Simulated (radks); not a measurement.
# Ar⁵⁺ in [He] 2s2 2p5 3s2 3p1 4s1: an all-electron calculation

One table from this session's results is given with a row withheld; the runs are named, their logs left out.

Method: Dirac Kohn-Sham, PBEsol, spin-unpolarised, spherical densities, point nucleus; open shells fill j = l - 1/2 first. Code: radks (a radial shooting solver on a logarithmic mesh, Libxc functionals) version 1.

## The system

- element: argon (Z = 18)
- charge: +5
- electrons: 13
- configuration: [He] 2s2 2p5 3s2 3p1 4s1

The first run:

The run's settings:

```text
Z 18
configuration [He] 2s2 2p5 3s2 3p1 4s1 3d0 4p0 5s0 4f0
relativity Dirac
functional pbe_sol,pbe_sol
spin unpolarised
j_filling energy
nucleus point
c 137.035999084
```

One table of the session follows, with a row left open; its other results are not shown here.

It belongs to the step «Radial structure». Sizes of the orbitals, from the radial functions (bohr):

| level | <r> | outermost maximum (interpolated) | 90 % within | nodes |
| --- | --- | --- | --- | --- |
| 1s1/2 | 0.08574 | 0.0561 | 0.153 | 0 |
| 2s1/2 | 0.4041 | 0.334 | 0.628 | 1 |
| 2p1/2 | 0.3615 | 0.273 | 0.595 | 0 |
| 2p3/2 | 0.3637 | 0.275 | 0.598 | 0 |
| 3s1/2 | 1.152 | 1.04 | 1.69 | 2 |
| 3p1/2 | 1.188 | 1.06 | 1.78 | 1 |
| 3p3/2 | 1.192 | 1.06 | 1.78 | 1 |
| 3d3/2 | 1.213 | 1.00 | 1.89 | 0 |
| 3d5/2 | 1.214 | 1.00 | 1.90 | 0 |
| 4s1/2 | 2.483 | 2.40 | 3.51 | 3 |
| 4p1/2 | ? | ? | ? | ? |
| 4p3/2 | 2.633 | 2.55 | 3.75 | 2 |
| 4f5/2 | 2.761 | 2.45 | 4.06 | 0 |
| 4f7/2 | 2.761 | 2.45 | 4.06 | 0 |
| 5s1/2 | 4.356 | 4.44 | 6.05 | 4 |

Q: Estimate the row for 4p1/2 from the others.

As computed: <r>: 2.627; outermost maximum (interpolated): 2.55; 90 % within: 3.74; nodes: 2. In the column «<r>» it lies between 4s1/2 (2.483) and 4p3/2 (2.633).
